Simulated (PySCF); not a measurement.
# C3H7ClO2S: the cost of one run

The runs use PySCF 2.14.0, with density-fitted response routines of our own; the level of theory stands in each step. All values are computed, except where a source is named. Atoms are numbered from 0 throughout.

## Step 1: The starting structure

14 atoms, charge 0, multiplicity 1; geometry from: GFN2-xTB.

Bonds of the start (Å): C0–C1 1.52, C1–C2 1.51, C2–S3 1.81, S3–O4 1.43, S3–O5 1.43, S3–Cl6 2.04, C0–H7 1.09, C0–H8 1.09, C0–H9 1.09, C1–H10 1.09, C1–H11 1.09, C2–H12 1.09, C2–H13 1.09.

## Step 2: Geometry optimisation at PBE0-D3(BJ)/def2-SVP

The job: settings as JSON, then the geometry in Å.

```
{"job": {"xc": "PBE0", "basis": "def2-SVP", "d3": "d3bj", "grid": 1, "kind": "geom"}, "charge": 0, "multiplicity": 1}
C      1.520884     0.660552     0.431274
C      0.716938     0.103254    -0.737084
C     -0.269809    -0.950843    -0.295099
S     -1.688779    -0.169831     0.501519
O     -2.659747    -1.162957     0.829263
O     -1.315971     0.773389     1.504177
Cl    -2.466836     0.907503    -1.049646
H      2.110286    -0.125102     0.899123
H      0.859231     1.090956     1.176366
H      2.200197     1.433520     0.081964
H      0.168661     0.909103    -1.228846
H      1.397526    -0.330772    -1.474476
H      0.133591    -1.626818     0.453901
H     -0.706848    -1.512426    -1.114604
```

Command:

```sh
OMP_NUM_THREADS=1 python probes_run.py task.json out
```

One launch serves the whole session: the jobs run in the order shown.

Q: Estimate the wall time and peak memory of this first job on 1 thread of Arm Neoverse V1, shared host.

About 2 min, with a peak of 0.62 GiB.
